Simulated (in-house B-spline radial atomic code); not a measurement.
# Re¹¹⁺: density, ELF and screening along the radius

Aim: the shell structure of Re¹¹⁺ in the radial density, the electron localisation function and the screened nuclear charge, under several settings.

Method: several methods, spin-polarised, as named in each step; spherical all-electron atom at the radial basis limit. Code: in-house B-spline radial atomic code version 1.

### Step 1. Starting point

| Item | Value |
| --- | --- |
| element | rhenium (Z = 75) |
| charge | +11 |
| electrons | 64 |
| configuration | [Kr] 4d10 4f14 5s2 5p1 6s1 |
| nucleus | point (non-relativistic runs) or finite (X2C runs) |

The outer shells:

[Kr] 4d10 4f14 5s2 5p1 6s1
```
[Kr] core
4d [↑↓][↑↓][↑↓][↑↓][↑↓]
4f [↑↓][↑↓][↑↓][↑↓][↑↓][↑↓][↑↓]
5s [↑↓]
5p [↑ ][  ][  ]
6s [↑ ]
```

Where spins are not typed, each open shell is filled with up spins first.

### Step 2. LDA (VWN5), X2C, [Kr] 4d10 4f14 5s2 5p1 6s1

The run's settings:

```ini
Z = 75
electrons = 64.0
configuration = [Kr] 4d10 4f14 5s2 5p1 6s1
hamiltonian = x2c
method = lda,vwn
spin_polarised = True
nucleus = fermi
rms_radius = 5.3698
mass_number = 187
atomic_mass = 186.955752217
speed_of_light = 137.035999084
```

Run with:

```sh
python run_scf.py task.json out
```

The settings of every run stand in task.json; they run in order.

### Step 3. PBE, X2C, [Kr] 4d9 4f14 5s2 5p2 6d1

The run's settings:

```ini
Z = 75
electrons = 64.0
configuration = [Kr] 4d9 4f14 5s2 5p2 6d1
hamiltonian = x2c
method = pbe,pbe
spin_polarised = True
nucleus = fermi
rms_radius = 5.3698
mass_number = 187
atomic_mass = 186.955752217
speed_of_light = 137.035999084
```

### Step 4. PBE, X2C, [Kr] 4d10 4f13 5s2 5p2 5f1

The settings differ from step 3 so:

```diff
@@ -2,3 +2,3 @@
 electrons = 64.0
-configuration = [Kr] 4d9 4f14 5s2 5p2 6d1
+configuration = [Kr] 4d10 4f13 5s2 5p2 5f1
 hamiltonian = x2c
```

### Step 5. r2SCAN, non-rel., [Kr] 4d10 4f14 5s2 5p1 6p1

The run's settings:

```ini
Z = 75
electrons = 64.0
configuration = [Kr] 4d10 4f14 5s2 5p1 6p1
hamiltonian = nr
method = r2scan
spin_polarised = True
```

How large is the system in each run, where do the shell borders lie, and what is the highest level?

As calculated:

| run | total energy (hartree) | highest level (eV) | radius holding 50 / 90 / 99 % (bohr) | radius at n = 0.001 (bohr) | ELF minima on the full grid (bohr) |
| --- | --- | --- | --- | --- | --- |
| LDA (VWN5), X2C, [Kr] 4d10 4f14 5s2 5p1 6s1 | -16642.7572 | -135.02 | 0.320 / 0.794 / 1.75 | 2.85 | 0.024, 0.11, 0.25, 1.4 |
| PBE, X2C, [Kr] 4d9 4f14 5s2 5p2 6d1 | -16643.5913 | -97.089 | 0.320 / 0.819 / 2.13 | 3.37 | 0.026, 0.099, 0.29, 0.88, 1.7 |
| PBE, X2C, [Kr] 4d10 4f13 5s2 5p2 5f1 | -16652.1638 | -112.55 | 0.321 / 0.817 / 1.62 | 2.71 | 0.028, 0.099, 0.29, 0.82 |
| r2SCAN, non-rel., [Kr] 4d10 4f14 5s2 5p1 6p1 | -15748.5365 | -115.49 | 0.325 / 0.797 / 1.94 | 3.11 | 0.031, 0.12, 0.27, 1.6 |

**Reading.** In the first run ELF has 4 minima on the grid, which mark the borders between shells. On the record's full grid the screened charge (r times the electrostatic potential) falls from 74.8 near the nucleus to 11.00 at 6.3 bohr; far out it tends to the net charge, 11. The radius that holds 99 % of the electrons runs from 1.62 bohr (PBE, X2C, [Kr] 4d10 4f13 5s2 5p2 5f1) to 2.13 bohr (PBE, X2C, [Kr] 4d9 4f14 5s2 5p2 6d1). The grid is coarse (about 24 % a step), so the places of minima are rough. For X2C runs ELF uses the non-relativistic kinetic energy density, and the fields carry no picture-change correction.
